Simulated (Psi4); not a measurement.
**CH6In− ([InMeH3]-) at TPSS/def2-SVP (core potential)**

Aim: the energy change on altering one bond length of CH6In− ([InMeH3]-) at TPSS/def2-SVP (core potential), from 2 runs. 

The results are computed with Psi4 1.11.

9 further runs of the same task are left out: 6 that didn't finish, 3 set aside as unsound or not needed.

## Step 1: The system as given

CH6In− has 8 atoms, charge -1, and is taken as a singlet. As SMILES, `[H][In-]([H])([H])[CH3]`. Geometry: a GFN1-xTB relaxation, a rough one for these elements and not checked as a minimum.

Bond lengths: In1–C2 2.289 Å, C2–H3 1.100 Å, C2–H4 1.100 Å, C2–H5 1.100 Å, In1–H6 1.764 Å, In1–H7 1.763 Å, In1–H8 1.764 Å. Some angles: In1–C2–H3 113.3°, In1–C2–H4 113.3°, In1–C2–H5 113.4°, C2–In1–H6 109.2°, C2–In1–H7 109.3°, C2–In1–H8 109.2°, H3–C2–H4 105.4°, H3–C2–H5 105.4°, H4–C2–H5 105.4°, H6–In1–H7 109.7°.

## Step 2: Energy and forces at TPSS/def2-SVP (core potential)

File ch6in.dat:

```
memory 1.6 GB

molecule {
  -1 1
  In    -0.001350     0.004040    -1.090270
  C      0.001900    -0.004620     1.198730
  H     -1.006230     0.050170     1.635270
  H      0.555220     0.839750     1.635590
  H      0.458590    -0.907510     1.631170
  H      1.663550    -0.013990    -1.671780
  H     -0.817460     1.457620    -1.665590
  H     -0.854210    -1.425450    -1.673120
  symmetry c1
}

set puream true
set e_convergence 1e-09
set d_convergence 1e-08
set scf_type pk
set dft_radial_points 99
set dft_spherical_points 590

e, wfn = gradient('tpss/def2-SVP', return_wfn=True)
oeprop(wfn, 'WIBERG_LOWDIN_INDICES', 'DIPOLE', 'QUADRUPOLE', title='TPSS')
print_variables()
```

Run with:

```console
$ psi4 -i ch6in.dat -o ch6in.out -n 1
```

ch6in.out (excerpt; [...] marks lines left out):

```text
[...]
    !!!  WARNING: ECP capability is in beta. Please check occupations closely.  !!!
[...]
  Running in c1 symmetry.
[...]
  Nuclear repulsion =   73.746356879251891
[...]
  Multiplicity = 1
[...]
  Nalpha       = 17
  Nbeta        = 17
[...]
    Number of basis functions: 70
[...]
   @RKS iter   1:  -231.29653744662954   -8.51208e-01   1.22197e-02 DIIS/ADIIS
[...]
   @RKS iter  11:  -231.73866330052374   -1.87583e-12   5.32605e-09 DIIS
[...]
    Orbital Energies [Eh]
    ---------------------
    Doubly Occupied:
       1A     -9.800220     2A     -4.271948     3A     -2.703609
       4A     -2.703599     5A     -2.703115     6A     -0.458137
       7A     -0.453282     8A     -0.453272     9A     -0.446408
      10A     -0.446391    11A     -0.417754    12A     -0.176176
      13A     -0.162409    14A     -0.162352    15A     -0.040932
      16A     -0.040802    17A     -0.029347
[...]
  @RKS Final Energy:  -231.73866330052374
   => Energetics <=
    Nuclear Repulsion Energy =             73.7463568792518913
    One-Electron Energy =                -543.3534602659234451
    Two-Electron Energy =                 262.3067273468230951
    DFT Exchange-Correlation Energy =     -24.4382872606752670
    Empirical Dispersion Energy =           0.0000000000000000
    VV10 Nonlocal Energy =                  0.0000000000000000
    Total Energy =                       -231.7386633005237400
[...]
  -Total Gradient:
     Atom            X                  Y                   Z
    ------   -----------------  -----------------  -----------------
       1       -0.000009266487     0.000113023151    -0.010458229483
       2       -0.000099141959     0.000086823537     0.003256363198
       3        0.007841504582    -0.000403747782     0.000391900456
       4       -0.004266517042    -0.006576006733     0.000385925931
       5       -0.003451609571     0.006807001312     0.000584251886
       6       -0.006860686310     0.000111233972     0.001967991929
       7        0.003356686875    -0.006057691161     0.001891657678
       8        0.003489510986     0.005919137410     0.001977778761
[...]
 Multipole Moments:
 ------------------------------------------------------------------------------------
     Multipole            Electronic (a.u.)      Nuclear  (a.u.)        Total (a.u.)
 ------------------------------------------------------------------------------------
 L = 1.  Multiply by 2.5417464519 to convert [e a0] to [Debye]
 Dipole X            :         -0.0281047            0.0292691            0.0011645
 Dipole Y            :          0.0829634           -0.0829583            0.0000051
 Dipole Z            :        -21.8952161           22.1853622            0.2901461
 Magnitude           :                                                    0.2901484
 L = 2.  Multiply by 1.3450342976 to convert [e a0^2] to [Debye ang]
 Quadrupole XX       :        -52.4236591           20.3423742          -32.0812849
 Quadrupole XY       :         -0.0109646            0.0080197           -0.0029449
[...]
```

Wall time 27 s (1 thread of Intel Xeon 6975P-C (Granite Rapids), shared host); peak memory 1.2 GiB.

## Step 3: The distorted shape, same level

File job.json:

```json
{
 "schema_name": "qcschema_input",
 "schema_version": 1,
 "molecule": {
  "schema_name": "qcschema_molecule",
  "schema_version": 2,
  "symbols": ["In", "C", "H", "H", "H", "H", "H", "H"],
  "geometry": [-0.00439361, 0.012544, -3.35794128, 0.00359048, -0.00873053, 2.2652714, -1.90149912, 0.09480756, 3.09021244, 1.04921374, 1.58689751, 3.09081715, 0.8666095, -1.71494536, 3.08246456, 3.14181141, -0.02152776, -4.45683592, -1.546618, 2.7594121, -4.44513851, -1.61606544, -2.6888006, -4.45936815],
  "molecular_charge": -1,
  "molecular_multiplicity": 1,
  "fix_symmetry": "c1",
  "fix_com": true,
  "fix_orientation": true
 },
 "driver": "gradient",
 "model": {
  "method": "tpss",
  "basis": "def2-SVP"
 },
 "keywords": {
  "puream": true,
  "e_convergence": 1e-09,
  "d_convergence": 1e-08,
  "scf_type": "pk",
  "dft_radial_points": 99,
  "dft_spherical_points": 590,
  "scf_properties": ["LOWDIN_CHARGES", "QUADRUPOLE", "MULLIKEN_CHARGES"]
 }
}
```

Run with:

```console
$ psi4 --qcschema job.json -n 1 --memory 1600MB
```

stdout (excerpt; [...] marks lines left out):

```text
[...]
    !!!  WARNING: ECP capability is in beta. Please check occupations closely.  !!!
[...]
  Running in c1 symmetry.
[...]
  Nuclear repulsion =   64.301701279736974
[...]
  Multiplicity = 1
[...]
  Nalpha       = 17
  Nbeta        = 17
[...]
    Number of basis functions: 70
[...]
   @RKS iter   1:  -231.27221800250373   -9.45628e-01   1.18875e-02 ADIIS/DIIS
[...]
   @RKS iter  12:  -231.70377719565937   -7.38964e-13   1.18121e-09 DIIS
[...]
  @RKS Final Energy:  -231.70377719565937
   => Energetics <=
    Nuclear Repulsion Energy =             64.3017012797369745
    One-Electron Energy =                -523.9905955665524289
    Two-Electron Energy =                 252.3561162093781149
    DFT Exchange-Correlation Energy =     -24.3709991182220307
    Empirical Dispersion Energy =           0.0000000000000000
    VV10 Nonlocal Energy =                  0.0000000000000000
    Total Energy =                       -231.7037771956593701
[...]
  Mulliken Charges: (a.u.)
   Center  Symbol    Alpha    Beta     Spin     Total
       1    IN    10.45996 10.45996  0.00000  0.08008
       2     C     3.14931  3.14931  0.00000 -0.29862
       3     H     0.51937  0.51937  0.00000 -0.03873
       4     H     0.51938  0.51938  0.00000 -0.03875
       5     H     0.51941  0.51941  0.00000 -0.03881
       6     H     0.61084  0.61084  0.00000 -0.22167
       7     H     0.61087  0.61087  0.00000 -0.22174
       8     H     0.61087  0.61087  0.00000 -0.22175
   Total alpha = 17.00000, Total beta = 17.00000, Total charge = -1.00000
[...]
  -Total Gradient:
     Atom            X                  Y                   Z
    ------   -----------------  -----------------  -----------------
       1       -0.000031833093     0.000166239768    -0.027605116344
       2       -0.000080704054     0.000040573671     0.021694980012
       3        0.009441977280    -0.000518793000     0.003508495138
       4       -0.005153740496    -0.007913772097     0.003508389709
       5       -0.004152693631     0.008233892341     0.003683009507
       6       -0.005862231008     0.000100106575    -0.001582038493
       7        0.002879135245    -0.005181690463    -0.001632144067
       8        0.002960626083     0.005073155369    -0.001574454220
[...]
```

The result, in JSON:

```text
{
 "driver": "gradient",
 "model": {
  "method": "tpss",
  "basis": "def2-SVP"
 },
 "success": true,
 "return_result": [-3.18330925841255e-05, 0.00016623976847436017, -0.02760511634376038, -8.07040539440473e-05, 4.057367053729173e-05, 0.021694980011516096, 0.009441977279515984, -0.0005187929998561134, 0.0035084951376724294, -0.0051537404959843824, -0.007913772097048855, 0.0035083897087354876, -0.0041526936314730395, 0.008233892341055288, 0.0036830095072376695, -0.005862231007684016, 0.00010010657478471525, -0.0015820384932242956, 0.002879135244800428, -0.005181690463258282, -0.0016321440667870224, 0.002960626082580818, 0.005073155369421989, -0.0015744542196122133],
 "properties": {
  "calcinfo_nbasis": 70,
  "calcinfo_nmo": 70,
  "calcinfo_nalpha": 17,
  "calcinfo_nbeta": 17,
  "calcinfo_natom": 8,
  "nuclear_repulsion_energy": 64.30170127973697,
  "return_energy": -231.70377719565937,
  "return_gradient": [-3.18330925841255e-05, 0.00016623976847436017, -0.02760511634376038, -8.07040539440473e-05, 4.057367053729173e-05, 0.021694980011516096, 0.009441977279515984, -0.0005187929998561134, 0.0035084951376724294, -0.0051537404959843824, -0.007913772097048855, 0.0035083897087354876, -0.0041526936314730395, 0.008233892341055288, 0.0036830095072376695, -0.005862231007684016, 0.00010010657478471525, -0.0015820384932242956, 0.002879135244800428, -0.005181690463258282, -0.0016321440667870224, 0.002960626082580818, 0.005073155369421989, -0.0015744542196122133],
  "scf_one_electron_energy": -523.9905955665524,
  "scf_two_electron_energy": 252.35611620937811,
  "scf_xc_energy": -24.37099911822203,
  "scf_dipole_moment": [0.0035505097401197228, -0.007183084613712976, 2.1737924648879456],
  "scf_total_energy": -231.70377719565937,
  "scf_total_gradient": [-3.18330925841255e-05, 0.00016623976847436017, -0.02760511634376038, -8.07040539440473e-05, 4.057367053729173e-05, 0.021694980011516096, 0.009441977279515984, -0.0005187929998561134, 0.0035084951376724294, -0.0051537404959843824, -0.007913772097048855, 0.0035083897087354876, -0.0041526936314730395, 0.008233892341055288, 0.0036830095072376695, -0.005862231007684016, 0.00010010657478471525, -0.0015820384932242956, 0.002879135244800428, -0.005181690463258282, -0.0016321440667870224, 0.002960626082580818, 0.005073155369421989, -0.0015744542196122133],
  "scf_iterations": 12
 }
}
```

Wall time 29 s (1 thread of Intel Xeon 6975P-C (Granite Rapids), shared host); peak memory 1.2 GiB.

## Step 4: What came out

At TPSS/def2-SVP (core potential):

| quantity | value |
| --- | --- |
| first shape: total energy | -231.73866 Eh |
| first shape: HOMO energy | -0.80 eV |
| first shape: LUMO energy | 4.95 eV |
| first shape: HOMO–LUMO gap (to an unbound level, set by the basis) | 5.75 eV |
| first shape: largest force on an atom | 0.538 eV/Å |
| distorted shape: total energy | -231.70378 Eh |
| distorted shape: HOMO energy | -0.10 eV |
| distorted shape: LUMO energy | 3.74 eV |
| distorted shape: HOMO–LUMO gap (to an unbound level, set by the basis) | 3.84 eV |
| distorted shape: largest force on an atom | 1.420 eV/Å |
| energy change with the In1–C2 bond stretched from 2.289 to 2.976 Å | 0.949 eV |

**Reading.** With the In1–C2 bond stretched from 2.289 to 2.976 Å the energy rises by 0.95 eV (91.6 kJ/mol). The first shape isn't relaxed at this level, so the change isn't measured from a minimum. The largest force (first shape) is 0.54 eV/Å: the shape isn't a stationary point for this species at this level.
